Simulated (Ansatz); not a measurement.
# Sn4P: the cost of one run

Method: DFT PBE, scalar-relativistic, plane waves, PAW, in Ansatz 0.2.0.

1 further run of the same task is left out (it didn't finish). Runs told in other sessions of the task aren't counted.

**1. Starting point**

It takes space group P-3m1 (No. 164, trigonal). The conventional cell has a = 4.083 Å, b = 4.083 Å, c = 9.339 Å, α = 90.00°, β = 90.00°, γ = 120.00°. Sn (site symmetry 3m) has 3 P at 2.82 Å and 3 Sn at 3.23 Å in its first shell of neighbours. Sn (site symmetry 3m) has 6 Sn at 2.99 to 3.23 Å in its first shell of neighbours. P (site symmetry -3m) is surrounded by 6 Sn at 2.82 Å.

As a file:

```
CELL_PARAMETERS angstrom
4.08265 0.00000 0.00000
-2.04132 3.53568 0.00000
0.00000 0.00000 9.33947
ATOMIC_POSITIONS crystal
Sn 0.33333 0.66667 0.83394
Sn 0.33333 0.66667 0.40179
Sn 0.66667 0.33333 0.16606
Sn 0.66667 0.33333 0.59821
P 0.00000 0.00000 0.00000
```

It is the end of an earlier relaxation with the same method, from a database cell with other species swapped in; it needn't be the stable form of this composition. At a tolerance of 0.05 Å it has space group P-3m1 (No. 164); it has 26.96 Å³/atom, an uncorrected energy of +0.05 eV/atom over the elements.

**2. Static run: bands, density of states and charges**

Contents of input.yaml:

```yaml
crystal:
  lattice:
    - [4.0826483517, 0.0, 0.0]
    - [-2.0413241758, 3.5356771873, 0.0]
    - [0.0, 0.0, 9.339467859]
  atoms:
    - { symbol: Sn, position: [0.3333333333, 0.6666666667, 0.8339405853] }
    - { symbol: Sn, position: [0.3333333333, 0.6666666667, 0.4017884435] }
    - { symbol: Sn, position: [0.6666666667, 0.3333333333, 0.1660594147] }
    - { symbol: Sn, position: [0.6666666667, 0.3333333333, 0.5982115565] }
    - { symbol: P, position: [0.0, 0.0, 0.0] }
basis:
  ecutwfc: 420
kpoints:
  mp_grid: { grid: [12, 12, 4] }
  band_path:
    path:
      - [[0.0, 0.0, 0.0], [0.5, 0.0, 0.0], [0.33333333, 0.33333333, 0.0], [0.0, 0.0, 0.0], [0.0, 0.0, 0.5], [0.5, 0.0, 0.5], [0.33333333, 0.33333333, 0.5], [0.0, 0.0, 0.5]]
      - [[0.5, 0.0, 0.5], [0.5, 0.0, 0.0]]
      - [[0.33333333, 0.33333333, 0.5], [0.33333333, 0.33333333, 0.0]]
    npoints: 14
hamiltonian:
  xc: pbe
scf:
  occupations: { method: gaussian, width: 0.1 }
  n_extra_bands: 12
output:
  forces: true
  stress: true
  eigenvalues: true
  populations: true
  dos: { projected: true, de: 0.02, nscf_kmesh: { grid: [15, 15, 5] } }
  bader: true
  write_density: true
  write_potential: true
  elf: true
  volumetric_format: npy
```

On the command line:

```sh
ansatz run input.yaml --threads 1 --pin off --max-ram 2560MiB --backend cpu --events-out ev --progress --plain --runs-dir out
```

**Question.** How long does this run take on 1 thread of Intel Xeon 6975P-C (Granite Rapids), shared host, and how much memory does it need?

About 58 s, with a peak of 0.76 GiB.
